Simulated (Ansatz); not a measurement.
# CaAsPt: the cost of one run

Method: DFT PBEsol, scalar-relativistic, plane waves, PAW, in Ansatz 0.2.0.

## (1) Starting point

It takes space group I4_1md (No. 109, tetragonal). The conventional cell has a = 4.191 Å, b = 4.191 Å, c = 44.039 Å, α = 90.00°, β = 90.00°, γ = 90.00°. Around Ca (site symmetry 2mm) lie 6 Pt at 3.20 to 3.21 Å and 6 As at 3.20 to 3.23 Å. Ca (site symmetry 2mm) is surrounded by 6 Pt at 3.20 to 3.25 Å and 6 As at 3.21 to 3.23 Å. Ca (site symmetry 2mm) is surrounded by 6 As at 3.20 to 3.23 Å and 6 Pt at 3.21 to 3.22 Å. Around As (site symmetry 2mm) lie 3 Pt at 2.44 Å and 6 Ca at 3.21 to 3.23 Å. As (site symmetry 2mm) has 3 Pt at 2.42 Å and 6 Ca at 3.20 to 3.23 Å in its first shell of neighbours. As (site symmetry 2mm) has 3 Pt at 2.44 Å and 6 Ca at 3.20 to 3.23 Å in its first shell of neighbours. Pt (site symmetry 2mm) has 3 As at 2.44 Å in its first shell of neighbours. Around Pt (site symmetry 2mm) lie 3 As at 2.42 to 2.44 Å. Only part of the 9 independent sites is listed.

Coordinates:

```
CELL_PARAMETERS angstrom
-2.09546 2.09546 22.01941
2.09546 -2.09546 22.01941
2.09546 2.09546 -22.01941
ATOMIC_POSITIONS crystal
Ca 0.50049 0.00049 0.50000
Ca 0.75049 0.75049 0.00000
Ca 0.33421 0.83421 0.50000
Ca 0.58421 0.58421 0.00000
Ca 0.66716 0.16716 0.50000
Ca 0.91716 0.91716 0.00000
As 0.80638 0.30638 0.50000
As 0.22286 0.22286 0.00000
As 0.97286 0.47286 0.50000
As 0.05638 0.05638 0.00000
As 0.38993 0.38993 0.00000
As 0.13993 0.63993 0.50000
Pt 0.11175 0.11175 0.00000
Pt 0.86175 0.36175 0.50000
Pt 0.02790 0.52790 0.50000
Pt 0.44533 0.44533 0.00000
Pt 0.19533 0.69533 0.50000
Pt 0.27790 0.27790 0.00000
```

Source of the structure: the Materials Project (structure only).

(A quick probe on a coarse mesh, which set the mesh and smearing, is not shown.)

## (3) The relaxation

input.yaml reads:

```yaml
crystal:
  lattice:
    - [-2.0954585047, 2.0954585047, 22.0194127163]
    - [2.0954585047, -2.0954585047, 22.0194127163]
    - [2.0954585047, 2.0954585047, -22.0194127163]
  atoms:
    - { symbol: Ca, position: [0.50048558, 0.00048558, 0.5] }
    - { symbol: Ca, position: [0.75048558, 0.75048558, 0.0] }
    - { symbol: Ca, position: [0.33420631, 0.83420631, 0.5] }
    - { symbol: Ca, position: [0.58420631, 0.58420631, 0.0] }
    - { symbol: Ca, position: [0.66716147, 0.16716147, 0.5] }
    - { symbol: Ca, position: [0.91716147, 0.91716147, 0.0] }
    - { symbol: As, position: [0.80637846, 0.30637845, 0.5] }
    - { symbol: As, position: [0.22286489, 0.22286489, 0.0] }
    - { symbol: As, position: [0.97286489, 0.47286489, 0.5] }
    - { symbol: As, position: [0.05637845, 0.05637845, 0.0] }
    - { symbol: As, position: [0.38992902, 0.38992902, 0.0] }
    - { symbol: As, position: [0.13992902, 0.63992902, 0.5] }
    - { symbol: Pt, position: [0.11174729, 0.11174729, 0.0] }
    - { symbol: Pt, position: [0.86174729, 0.36174729, 0.5] }
    - { symbol: Pt, position: [0.02790025, 0.52790026, 0.5] }
    - { symbol: Pt, position: [0.44533222, 0.44533222, 0.0] }
    - { symbol: Pt, position: [0.19533222, 0.69533222, 0.5] }
    - { symbol: Pt, position: [0.27790026, 0.27790026, 0.0] }
basis:
  ecutwfc: 420
kpoints:
  mp_grid: { grid: [12, 12, 12] }
hamiltonian:
  xc: pbesol
scf:
  occupations: { method: gaussian, width: 0.1 }
output:
  forces: true
  stress: true
  eigenvalues: true
  write_density: true
  write_potential: true
  elf: true
  volumetric_format: npy
relax:
  adjacent_minimum: "off"
  f_tol: 0.005
  max_steps: 80
  cell: { stress_tol: 0.05 }
```

Started as:

```sh
> ansatz run input.yaml --threads 8 --pin off --max-ram 22528MiB --backend cpu --events-out ev --progress --plain --runs-dir out
```

**Question.** How long does this run take on 8 threads of Oxide Virtual Turin-like (Zen 5), shared host, and how much memory does it need?

About 15 min, with a peak of 7.1 GiB.
